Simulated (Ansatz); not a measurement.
# Yb2Al4Ni2, 8 atoms: a performance study

Aim: measure how long a molecular-dynamics run at LDA takes on Yb2Al4Ni2, and which launch flags, input keys and shares of the machine shorten it.

Program: Ansatz 0.2.0 (molecular dynamics, LDA, plane waves PAW). Host: Intel Xeon 6975P-C (Granite Rapids), 96 cores, 190 hardware threads, 362 GiB; it was booked for these runs alone, one at a time. Each run is timed once from launch to exit, start-up included.

### Step 1. The job

The cell holds 8 atoms in 144 Å³.

### Step 2. The reference run

Contents of input.yaml:

```yaml
crystal:
  lattice:
    - [2.050930, -4.905890, 0.000000]
    - [2.050930, 4.905890, 0.000000]
    - [0.000000, 0.000000, 7.136157]
  atoms:
    - { symbol: Yb, position: [0.446486, 0.553514, 0.750000] }
    - { symbol: Yb, position: [0.553514, 0.446486, 0.250000] }
    - { symbol: Al, position: [0.836856, 0.163144, 0.443004] }
    - { symbol: Al, position: [0.163144, 0.836856, 0.556996] }
    - { symbol: Al, position: [0.163144, 0.836856, 0.943004] }
    - { symbol: Al, position: [0.836856, 0.163144, 0.056996] }
    - { symbol: Ni, position: [0.719953, 0.280047, 0.750000] }
    - { symbol: Ni, position: [0.280047, 0.719953, 0.250000] }
kpoints:
  mp_grid: { grid: [5, 5, 3] }
basis: { ecutwfc: 450 }
hamiltonian:
  xc: lda
scf:
  occupations: { method: methfessel_paxton, width: 0.2 }
md: { ensemble: nvt_langevin, temperature: 300, timestep: 1.0, n_steps: 30, initial_velocities: maxwell_boltzmann, seed: 1 }
```

The run is started by

```bash
$ ansatz run input.yaml --backend cpu --events-out ev --progress --plain --runs-dir out
```

### Step 3. On 48 threads

input.yaml is that of step 2.

### Step 4. On 32 threads

input.yaml is that of step 3.

### Step 5. On 16 threads

input.yaml is that of step 4.

### Step 6. On 8 threads

input.yaml is that of step 5.

### Step 7. Change: --precision f64

input.yaml is that of step 6.

(Steps that only read results are left out.)

Q: Predict the timings and the best choice. Wanted: reference; fastest over threads; speed-up from 8 to 96 threads; best change; worst change.

As calculated:

```
                     quantity                               value
                    reference                  16 s on 96 threads
         fastest over threads                          16 s on 96
speed-up from 8 to 96 threads                3.9 (32 % efficient)
                  best change               none beyond the noise
                 worst change  --precision f64: 1.1 times as slow
```

Going from 8 to 96 threads cuts the time by a factor of 3.9, 32 % of the ideal. Efficiency stays over one half up to 32 threads among the points run; beyond that, several jobs side by side use the machine better. Changes under about 3 % are taken as noise (repeats on such hosts differ by a few per cent). No change beats the defaults here. --precision f64 costs most. The figures hold for this build, input and host.
